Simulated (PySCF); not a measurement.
# KSe: bond curves at several levels of theory

One job finds the state of KSe, follows it along the bond with each method and fits the curves.

The runs use PySCF 2.14.0; K pcseg-1, Se pcseg-1, no relativity.

### 1 Input

The job is set up so:

| Quantity | Value |
| --- | --- |
| atoms | K, Se |
| charge | 0 |
| basis | K pcseg-1, Se pcseg-1 |
| Hamiltonian | no relativity |
| basis functions | 51 |
| electrons treated | 53 |
| masses in u | 38.9637, 79.9165 |
| levels | PBE0, PBE, r²SCAN, TPSSh, B2PLYP, LDA, HF, MP2, SCS-MP2, CCSD, CCSD(T) |
| grid | 80 radial by 434 angular points |
| occupations | held fixed by the projection of orbital angular momentum |
| dissociation limit | K + Se, each in its ground configuration |
| starting distance in angstrom | 3.060 |
| values of 2S to try | 1, 3 |

The run is started by

```bash
$ OMP_NUM_THREADS=1 python dia.py task.json out
```

Further steps of the session: The PBE0 curve of the state that the search chose; Higher solutions at PBE0; PBE; r²SCAN; TPSSh (hybrid meta-GGA); B2PLYP; LDA; UHF (mean field); MP2 and coupled cluster.

Q: Predict the outcome of this session. Wanted: for each run, Re; ωe; De; μ.

The runs gave:

Lowest PBE0 solution found, without spin–orbit coupling: ²Π (doublet), unpaired electrons π ↑. State 2 has its PBE0 minimum 0.35 eV higher. State 3 has its PBE0 minimum 2.46 eV higher. The other levels ran on the lowest alone.

```tsv
level	Re (Å)	ωe (cm⁻¹)	De (eV)	μ (D)
UHF	3.018	195.8	1.59	-11.22
UHF-MP2	2.992	195.8	2.19	n/a
UHF-SCS-MP2	2.999	194.8	2.17	n/a
UHF-CCSD	3.001	194.2	2.14	n/a
UHF-CCSD(T)	3.000	193.7	2.17	n/a
LDA	2.869	211.3	2.88	-8.89
PBE	2.935	197.4	2.55	-9.14
r²SCAN	2.940	201.9	2.67	-10.08
TPSSh	2.940	200.3	2.68	-9.83
PBE0	2.932	202.7	2.53	-9.89
B2PLYP	2.961	198.9	2.38	-10.30
```

De is counted to K + Se in their ground configurations. A positive dipole means K(−)Se(+).

Differences from CCSD(T) in the same basis:

```tsv
level	Re (mÅ)	ωe (%)
UHF	+18	+1.1
UHF-MP2	-9	+1.1
UHF-SCS-MP2	-1	+0.6
UHF-CCSD	0	+0.3
LDA	-131	+9.1
PBE	-65	+1.9
r²SCAN	-60	+4.2
TPSSh	-61	+3.4
PBE0	-69	+4.6
B2PLYP	-39	+2.7
```

What this shows: Against CCSD(T) in the same basis, the bond length is nearest at UHF-CCSD (0 mÅ) and farthest at LDA (-131 mÅ); the wavenumber is nearest at UHF-CCSD (+0.3 %) and farthest at LDA (+9.1 %). CCSD(T) in a basis this small is itself some way from its limit, more so than the functionals. Among the levels with a De in the table, it runs from 1.59 eV (UHF) to 2.88 eV (LDA).

Correlated steps freeze 14 core orbitals. B2PLYP dipoles, levels and charges come from its SCF part alone. At some levels the lowest empty orbital lies below the highest filled one (the two can be of opposite spin).
